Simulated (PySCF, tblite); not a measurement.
# C₅H₆F₂OSi: geometry, infrared bands and NMR shifts

Wanted: the infrared bands and NMR shifts of C₅H₆F₂OSi (`COC1=C(F)[SiH2]C=C1F`), by calculation.

Computed with tblite 0.8.0 and PySCF 2.14.0, with density-fitted response routines of our own, on a single molecule in the gas phase. Atoms are numbered from 0 throughout.

**1. The molecule as given**

15 atoms, charge 0, multiplicity 1; geometry from: force field or distance geometry start.

Bonds of the start (Å): C0–O1 1.42, O1–C2 1.35, C2–C3 1.37, C3–F4 1.33, C3–Si5 1.87, Si5–C6 1.87, C6–C7 1.35, C7–F8 1.34, C7–C2 1.46, C0–H9 1.08, C0–H10 1.10, C0–H11 1.10, Si5–H12 1.48, Si5–H13 1.48, C6–H14 1.08.

**2. Optimising the geometry with GFN2-xTB**

What the job is given:

```
{"job": {"kind": "relax", "xc": "GFN2-xTB", "basis": "xTB"}, "charge": 0, "multiplicity": 1}
C      2.563900    -0.317400    -0.380900
O      1.615300    -0.290700     0.681600
C      0.322500    -0.083800     0.358700
C     -0.255200     0.129600    -0.860600
F      0.398200     0.150600    -2.018800
Si    -2.107300     0.361200    -0.702800
C     -1.926900     0.151000     1.146800
C     -0.632000    -0.057300     1.464100
F     -0.225900    -0.251700     2.728900
H      3.543600    -0.496300     0.047900
H      2.578000     0.649000    -0.897800
H      2.331400    -1.131500    -1.077000
H     -2.558500     1.733300    -1.041500
H     -2.890500    -0.739000    -1.307800
H     -2.761100     0.200900     1.837500
```

Run with:

```bash
$ OMP_NUM_THREADS=1 python probes_run.py task.json out
```

The driver reads the jobs from task.json and runs them one after another.

**Question.** This job is followed by: GFN2-xTB harmonic vibrations, gas phase; GIAO PBE0/pcSseg-1 NMR shielding, non-relativistic, gas phase. What will the session give for the following? strongest single infrared mode (GFN2-xTB); zero-point energy (GFN2-xTB); 13C shifts against TMS (PBE0/pcSseg-1); 1H shifts against TMS (PBE0/pcSseg-1, means over atoms taken as alike); 17O shifts against H2O (PBE0/pcSseg-1); 19F shifts against CFCl3 (PBE0/pcSseg-1); 29Si shifts against TMS (PBE0/pcSseg-1); surface potential, 1st and 99th percentile.

**Answer**, as computed:

| quantity | value |
| --- | --- |
| strongest single infrared mode (GFN2-xTB) | 2287 cm⁻¹, 394 km/mol |
| zero-point energy (GFN2-xTB) | 59.9 kcal/mol |
| 13C shifts against TMS (PBE0/pcSseg-1) | 174.0, 153.5, 150.4, 87.2, 59.4 ppm |
| 1H shifts against TMS (PBE0/pcSseg-1, means over atoms taken as alike) | 4.68, 4.65, 4.20 ppm |
| 17O shifts against H2O (PBE0/pcSseg-1) | 116.0 ppm |
| 19F shifts against CFCl3 (PBE0/pcSseg-1) | -81.1, -183.4 ppm |
| 29Si shifts against TMS (PBE0/pcSseg-1) | -64.7 ppm |
| surface potential, 1st and 99th percentile | -1.16 V and 1.39 V |

**Reading.** The optimisation took 29 steps and gained 0.112 eV; among the close pairs (by a distance rule), C3–F4 changed most, from 1.330 to 1.361 Å. All 39 modes are real, so the xTB geometry is a minimum. GFN2-xTB is a fitted tight-binding method: band positions and strengths are rough. Its intensities can rank the bands wrongly. At PBE0/pcSseg-1: The widest tensor belongs to F8: span 249 ppm, with a paramagnetic part of -221 ppm. At PBE0/pcSseg-1, counted by nearest atom on the grid, the HOMO lies on C3 31 %; C6 19 %, the LUMO on C3, C6, C7 about 19 % each; C2 13 %.
